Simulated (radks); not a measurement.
**Valence configurations of Ni**

The task here is to estimate one member of a computed series from the others.

Method: Dirac Kohn-Sham, PBEsol, spin-unpolarised, spherical densities, finite nucleus; open shells fill j = l - 1/2 first. Code: radks (a radial shooting solver on a logarithmic mesh, Libxc functionals) version 1.

**The atom as given**

```
element            : nickel (Z = 28)
charge             : 0
electrons          : 28
configuration      : [Ar] 3d8 4s2
nuclear rms radius : 3.7757 fm
others tried       : 3d10; 3d8.5 4s1.5; 3d8 4s1 4p1; 3d7 4s2 4p1; 3d9 4p1; 3d7.5 4s2 4p0.5; 3d8 4p2; 3d9 4s1; 3d8 4s1.5 4p0.5
```

The first run:

Input:

```text
Z 28
configuration [Ar] 3d8 4s2
relativity Dirac
functional pbe_sol,pbe_sol
spin unpolarised
j_filling energy
nucleus finite rms 3.7757 fm
c 137.035999084
```

The run is started by

```bash
$ python run_ks.py task.json out
```

The same process makes all the runs of this session.

Steps of the session up to this table: [Ar] 3d8 4s2.

One table of the session follows, with a row left open; its other results are not shown here.

It belongs to the step «[Ar] 3d8 4s2». Sizes of the orbitals, from the radial functions (bohr):

| level | <r> | outermost maximum (interpolated) | 90 % within | nodes |
| --- | --- | --- | --- | --- |
| 2p1/2 | 0.2132 | 0.163 | 0.350 | 0 |
| 2p3/2 | 0.2164 | 0.166 | 0.354 | 0 |
| 3s1/2 | 0.7406 | 0.640 | 1.11 | 2 |
| 3p1/2 | 0.7722 | 0.642 | 1.19 | 1 |
| 3p3/2 | 0.7824 | 0.650 | 1.21 | 1 |
| 3d3/2 | ? | ? | ? | ? |
| 3d5/2 | 1.015 | 0.630 | 1.80 | 0 |
| 4s1/2 | 2.795 | 2.24 | 4.30 | 3 |

Estimate the missing values for 3d3/2.

As computed: <r>: 1.007; outermost maximum (interpolated): 0.627; 90 % within: 1.78; nodes: 0. In the column «<r>» it lies between 3p3/2 (0.7824) and 3d5/2 (1.015).
